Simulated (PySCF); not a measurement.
# C18H10F6Se3: the cost of one run

Programs: PySCF 2.14.0, with routines of our own; each step states its level. All values are computed. Atoms count from 0.

### Step 1. The system as given

37 atoms, charge 0, multiplicity 1; geometry from: GFN2-xTB.

### Step 2. NMR shifts: GIAO KT3/pcSseg-1

What the job is given:

```
{"job": {"kind": "nmr", "basis": "pcSseg-1", "pop": false, "xc": "KT3"}, "charge": 0, "multiplicity": 1}
F     -9.855621     0.154694    -0.990007
C     -9.090344     0.356973     0.089512
F     -9.436679     1.560524     0.590087
F     -9.485815    -0.541347     1.015185
C     -7.641416     0.266621    -0.200819
C     -7.058765    -0.037805    -1.399333
C     -5.655320    -0.054234    -1.372853
C     -5.083136     0.234842    -0.153580
C     -3.703401     0.300222     0.208895
C     -2.659784     0.077432    -0.622054
C     -1.289655     0.145664    -0.239533
C     -0.746284     0.438710     0.998229
C      0.644782     0.430710     1.068276
C      1.306694     0.130345    -0.108364
C      2.707271     0.046941    -0.352314
C      3.667632     0.259874     0.575887
C      5.074731     0.183249     0.344140
C      5.754741    -0.121183    -0.814677
C      7.154477    -0.111916    -0.712207
C      7.625838     0.203437     0.531576
C      9.042699     0.282028     0.952679
F      9.898738     0.245050    -0.076249
F      9.303016     1.413398     1.637513
F      9.396092    -0.726146     1.777544
Se     6.272840     0.532574     1.759301
Se     0.073013    -0.185799    -1.492585
Se    -6.405165     0.575914     1.149446
H     -7.637469    -0.245020    -2.283600
H     -5.072089    -0.276647    -2.248744
H     -3.508519     0.550089     1.244206
H     -2.848523    -0.173631    -1.658289
H     -1.358989     0.659416     1.855249
H      1.171779     0.645108     1.981911
H      2.994415    -0.205681    -1.365333
H      3.377118     0.512587     1.587901
H      5.253333    -0.350544    -1.738069
H      7.810618    -0.327995    -1.538366
```

Method: GIAO KT3/pcSseg-1 NMR shielding, non-relativistic, gas phase.

Command:

```bash
$ OMP_NUM_THREADS=2 python large_run.py task.json out
```

This one command runs all jobs of the session in turn.

Q: Estimate the wall time and peak memory of this first job on 2 threads of Arm Neoverse N1, shared host.

About 58 s, with a peak of 1.3 GiB.
